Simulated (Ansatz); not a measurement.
# ClGaH2OS: a ladder of functionals and wavefunction methods

The task here is to estimate one member of a computed series from the others.

Program: Ansatz 0.2.0, Gaussian basis. Level of theory: functionals in def2-TZVPP, the program's frozen cores in correlated methods. These are calculated values, not measurements.

The runs, in order: PBE-D4, r2SCAN-D4, PBE0-D4, B3LYP-D4, ωB97X-V, ωB97M-V, B2PLYP; CCSD(T)/def2-TZVPP; CCSD(T)/def2-QZVPP; extrapolation to the limit.

## The relaxed structure

The geometry comes from an earlier relaxation with PBE0-D4 in a triple-zeta def2 set; it is a stationary point.

SMILES `[OH][Ga]([SH])[Cl]`, 6 atoms, charge 0, spin multiplicity 1.

Atoms are counted from 1 here; the program's logs count them from 0.

Bond lengths: O1–Ga2 1.770 Å, O1–H5 0.960 Å, Ga2–S3 2.174 Å, Ga2–Cl4 2.139 Å, S3–H6 1.344 Å. Angles: Ga2–O1–H5 113.2°, O1–Ga2–S3 119.7°, O1–Ga2–Cl4 118.6°, S3–Ga2–Cl4 121.6°, Ga2–S3–H6 92.1°.

The first run:

in.yaml

```yaml
crystal:
  periodic: [false, false, false]
  atoms:
    - {symbol: O, position_ang: [0.038887, 1.331042, 1.279945]}
    - {symbol: Ga, position_ang: [0.008162, 0.099317, 0.008980]}
    - {symbol: S, position_ang: [-0.206958, -1.996896, 0.543969]}
    - {symbol: Cl, position_ang: [0.185572, 0.724799, -2.029073]}
    - {symbol: H, position_ang: [0.137420, 2.223644, 0.939263]}
    - {symbol: H, position_ang: [-0.163084, -2.381905, -0.743084]}
basis:
  gaussian: {orbitals: def2-TZVPP}
hamiltonian: {xc: pbe, dispersion: d4}
output: {forces: true, orbitals: {seedname: orbitals}}
```

On the command line:

```console
> ansatz run in.yaml --threads 2 --pin off --events-out ev --progress --plain --max-ram 20480MiB --backend cpu
```

Steps of the session up to this table: PBE-D4 (GGA); r2SCAN-D4 (meta-GGA); PBE0-D4 (hybrid); B3LYP-D4 (hybrid); ωB97X-V (range-separated); ωB97M-V (range-separated); B2PLYP (double hybrid); CCSD(T) in def2-TZVPP; CCSD(T) in def2-QZVPP.

One of the session's tables, all rows but one given; the rest of the session is left out.

```
            method  atomisation energy (eV)
            PBE-D4                   19.626
         r2SCAN-D4                   19.543
           PBE0-D4                   19.191
          B3LYP-D4                   18.941
           ωB97X-V                   19.470
           ωB97M-V                   19.374
            B2PLYP                        ?
     HF/def2-TZVPP                   13.317
    MP2/def2-TZVPP                   19.637
   CCSD/def2-TZVPP                   18.519
CCSD(T)/def2-TZVPP                   18.945
           MP2/CBS                   20.199
       CCSD(T)/CBS                   19.508
```

Estimate the missing values for B2PLYP.

**Answer.** atomisation energy (eV): 18.966. In the column «atomisation energy (eV)» it lies between CCSD(T)/def2-TZVPP (18.945) and PBE0-D4 (19.191).

Caveats from the session: Free atoms (1 O, 1 Ga, 1 S, 1 Cl, 2 H) were run apart at each level; the atomisation energy is their sum less the molecule, without zero-point or spin-orbit terms.
